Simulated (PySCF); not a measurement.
# C2H4N2OSi: the cost of one run

Computed with PySCF 2.14.0, with density-fitted response routines of our own, on a single molecule in the gas phase. Atoms count from 0, in the outputs and in this text.

### Step 1. The molecule as given

10 atoms, charge 0, multiplicity 1; geometry from: GFN2-xTB. The atoms were then displaced at random by about 0.01 Å, so the start is not that level's minimum.

Bonds of the start (Å): N0–C1 1.16, C1–C2 1.44, C2–N3 1.21, N3–Si4 1.77, Si4–O5 1.62, C2–H6 1.10, Si4–H7 1.46, Si4–H8 1.43, O5–H9 0.95.

### Step 2. Optimising the geometry at PBE0-D3(BJ)/def2-SVP

What the job is given:

```
{"job": {"xc": "PBE0", "basis": "def2-SVP", "d3": "d3bj", "grid": 1, "shake": 0.01, "kind": "geom"}, "charge": 0, "multiplicity": 1}
N      3.549610     1.027180     0.002000
C      2.544060     0.455400    -0.047300
C      1.326370    -0.303480    -0.117880
N      0.269750     0.221590     0.136400
Si    -1.389520    -0.386230     0.211130
O     -2.310360     0.703250    -0.561460
H      1.515780    -1.353080    -0.395590
H     -1.597310    -0.406670     1.659920
H     -1.693270    -1.612400    -0.459370
H     -2.164660     1.633530    -0.448920
```

Launch:

```
> OMP_NUM_THREADS=1 python probes_run.py task.json out
```

One launch serves the whole session: the jobs run in the order shown.

Q: Estimate the wall time and peak memory of this first job on 1 thread of Arm Neoverse V1, shared host.

About 47 s, with a peak of 0.43 GiB.
